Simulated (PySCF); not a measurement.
# C4H10BNO2: electronic excitations

What electronic excitations should C4H10BNO2 (`C#C[B@@-](O)([NH2+]C)OC`) show?

Programs: PySCF 2.14.0, with density-fitted response routines of our own. Each step states its level of theory. These are calculated values for one molecule in the gas phase, unless marked as measured. Atoms are numbered from 0 throughout.

### 1 The molecule as given

18 atoms, charge 0, multiplicity 1; geometry from: GFN2-xTB.

Bonds of the start (Å): C0–C1 1.20, C1–B2 1.54, B2–O3 1.36, N4–C5 1.45, B2–O6 1.35, O6–C7 1.41, C0–H8 1.05, O3–H9 0.95, N4–H10 1.01, N4–H11 1.02, C5–H12 1.09, C5–H13 1.09, C5–H14 1.10, C7–H15 1.09, C7–H16 1.09, C7–H17 1.09.

The optimised geometry no longer has the bonds of the starting formula, so what follows describes that rearranged structure.

### 2 Ultraviolet spectrum: PBE0/def2-SVPD

What the job is given:

```
{"job": {"kind": "uv", "xc": "PBE0", "basis": "def2-SVPD", "nstates": 8, "ntriplets": 3}, "charge": 0, "multiplicity": 1}
C     -0.269836     2.692320    -0.590831
C     -0.766061     1.599599    -0.654177
B     -1.385176     0.198949    -0.794412
O     -1.781581    -0.307601    -1.994789
N      1.961077    -0.716091    -0.160689
C      2.613311     0.570029     0.019891
O     -1.522607    -0.528768     0.334288
C     -2.079442    -1.823370     0.330620
H      0.160351     3.649142    -0.514657
H     -1.648288     0.256064    -2.753916
H      0.977702    -0.570025    -0.365090
H      2.008602    -1.247217     0.703509
H      2.529623     1.133455    -0.908449
H      3.669113     0.399583     0.230431
H      2.186824     1.179138     0.828366
H     -3.010000    -1.846200    -0.240098
H     -1.380501    -2.535863    -0.115068
H     -2.271870    -2.096825     1.368653
```

With the program's defaults for keys left out, this is: TDDFT PBE0/def2-SVPD, vertical, gas phase, core orbitals frozen in the response.

On the command line:

```sh
> OMP_NUM_THREADS=1 python probes_run.py task.json out
```

This one command runs all jobs of the session in turn.

Predict these results of the whole session: lowest singlet (PBE0/def2-SVPD); brightest single state of those computed; lowest triplet; surface potential, 1st and 99th percentile.

As calculated:

```
                                quantity                        value
         lowest singlet (PBE0/def2-SVPD)  4.92 eV (252 nm), f = 0.008
brightest single state of those computed  state 5, 6.32 eV, f = 0.053
                          lowest triplet                      4.80 eV
   surface potential, 1st and 99th percentile           -1.82 V and 2.21 V
```

What this shows: The structure rearranged or came apart on optimisation; the results belong to the end geometry, not to the formula as drawn. The first singlet state (HOMO→LUMO 0.99) lies at 4.92 eV and is weak; of the 8 states computed, the strongest absorption comes from state 5 at 6.32 eV. The lowest triplet lies 0.12 eV below the lowest singlet (triplets in Tamm-Dancoff, singlets in full TDDFT). By nearest atom (PBE0/def2-SVPD), the HOMO sits on N4 64 %; H14 11 % and the LUMO on B2 25 %; C0 24 %.
